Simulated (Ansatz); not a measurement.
Born–Oppenheimer molecular dynamics of a periodic cell of 20 atoms, Li$_{4}$WO$_{5}$ (start crystal Li4WO5, start structure I4, volume 1.05 times the crystal's). It starts from an unrelaxed structure (largest force component 0.95 eV/Å).

Level of theory: DFT PBEsol, scalar-relativistic, plane waves, PAW (Ansatz). Settings: cutoff 420 eV, k mesh 2x2x3, fermi-dirac smearing 0.17 eV, no spin polarisation.

```json
{
 "ensemble": "NVT, Langevin thermostat",
 "time step": "1 fs",
 "steps asked": "130",
 "set temperature": "2000 K",
 "friction": "0.05 /fs",
 "seed": "370443"
}
```

First frame:

```xyz
20
Lattice="6.6467 0.0000 0.0000 0.0000 6.6467 0.0000 0.0000 0.0000 4.1730" Properties=species:S:1:pos:R:3
Li 5.976 2.100 2.082
Li 2.100 0.671 2.082
Li 1.224 2.653 4.168
Li 3.994 1.224 4.168
W 0.000 0.000 4.006
O 2.734 5.149 2.126
O 1.826 0.589 0.040
O 1.497 2.734 2.126
O 0.589 4.821 0.040
O 0.000 0.000 2.124
Li 2.653 5.423 4.168
Li 5.423 3.994 4.168
Li 4.547 5.976 2.082
Li 0.671 4.547 2.082
W 3.323 3.323 1.920
O 6.058 1.826 0.040
O 5.149 3.912 2.126
O 4.821 6.058 0.040
O 3.912 1.497 2.126
O 3.323 3.323 0.037
```

(1) What does the run give?

(2) What happens to the structure?

(3) How do temperature and energy run in time?

Results:

(1) The run went to its last step.

```
steps done                                               : 130
time covered                                             : 130 fs
mean temperature over the second half                    : 2175 K
spread of the potential energy over the second half      : 25.2 meV per atom
mean potential energy of the second half above the start : 218.9 meV per atom
```

A run of 0.13 ps of so small a system gives no equilibrium averages.

(2) Mean squared displacements from the first frame to the last, about the centre of mass: Li 0.10 Å², W 0.03 Å², O 0.11 Å². The details hang on the random start.

(3) 
```json
{"time (fs)": "0.0", "T (K)": "1900", "potential energy less start (eV)": "0.000"}
{"time (fs)": "4.0", "T (K)": "1682", "potential energy less start (eV)": "0.444"}
{"time (fs)": "8.0", "T (K)": "1778", "potential energy less start (eV)": "1.236"}
{"time (fs)": "12.0", "T (K)": "2170", "potential energy less start (eV)": "2.226"}
{"time (fs)": "16.0", "T (K)": "1699", "potential energy less start (eV)": "3.442"}
{"time (fs)": "20.0", "T (K)": "1322", "potential energy less start (eV)": "4.371"}
{"time (fs)": "24.0", "T (K)": "1766", "potential energy less start (eV)": "4.799"}
{"time (fs)": "28.0", "T (K)": "1896", "potential energy less start (eV)": "4.275"}
{"time (fs)": "32.0", "T (K)": "2022", "potential energy less start (eV)": "3.861"}
{"time (fs)": "36.0", "T (K)": "2349", "potential energy less start (eV)": "3.839"}
{"time (fs)": "40.0", "T (K)": "2244", "potential energy less start (eV)": "4.301"}
{"time (fs)": "44.0", "T (K)": "2435", "potential energy less start (eV)": "4.776"}
{"time (fs)": "48.0", "T (K)": "2335", "potential energy less start (eV)": "5.110"}
{"time (fs)": "52.0", "T (K)": "2080", "potential energy less start (eV)": "5.191"}
{"time (fs)": "56.0", "T (K)": "1967", "potential energy less start (eV)": "5.448"}
{"time (fs)": "60.0", "T (K)": "1795", "potential energy less start (eV)": "5.543"}
{"time (fs)": "64.0", "T (K)": "1795", "potential energy less start (eV)": "4.809"}
{"time (fs)": "68.0", "T (K)": "2351", "potential energy less start (eV)": "3.755"}
{"time (fs)": "72.0", "T (K)": "2245", "potential energy less start (eV)": "3.748"}
{"time (fs)": "76.0", "T (K)": "1782", "potential energy less start (eV)": "4.424"}
{"time (fs)": "80.0", "T (K)": "1417", "potential energy less start (eV)": "4.571"}
{"time (fs)": "84.0", "T (K)": "1825", "potential energy less start (eV)": "4.424"}
{"time (fs)": "88.0", "T (K)": "2482", "potential energy less start (eV)": "3.796"}
{"time (fs)": "92.0", "T (K)": "2223", "potential energy less start (eV)": "3.477"}
{"time (fs)": "96.0", "T (K)": "2412", "potential energy less start (eV)": "3.837"}
{"time (fs)": "100.0", "T (K)": "2631", "potential energy less start (eV)": "4.432"}
{"time (fs)": "104.0", "T (K)": "2715", "potential energy less start (eV)": "4.606"}
{"time (fs)": "108.0", "T (K)": "2298", "potential energy less start (eV)": "4.414"}
{"time (fs)": "112.0", "T (K)": "2074", "potential energy less start (eV)": "4.694"}
{"time (fs)": "116.0", "T (K)": "2249", "potential energy less start (eV)": "4.713"}
{"time (fs)": "120.0", "T (K)": "2373", "potential energy less start (eV)": "4.632"}
{"time (fs)": "124.0", "T (K)": "1853", "potential energy less start (eV)": "4.924"}
{"time (fs)": "128.0", "T (K)": "1657", "potential energy less start (eV)": "5.459"}
```

The run took 15 min on 1 thread of Arm Neoverse V2, with other jobs on the host, peak memory 0.48 GiB.
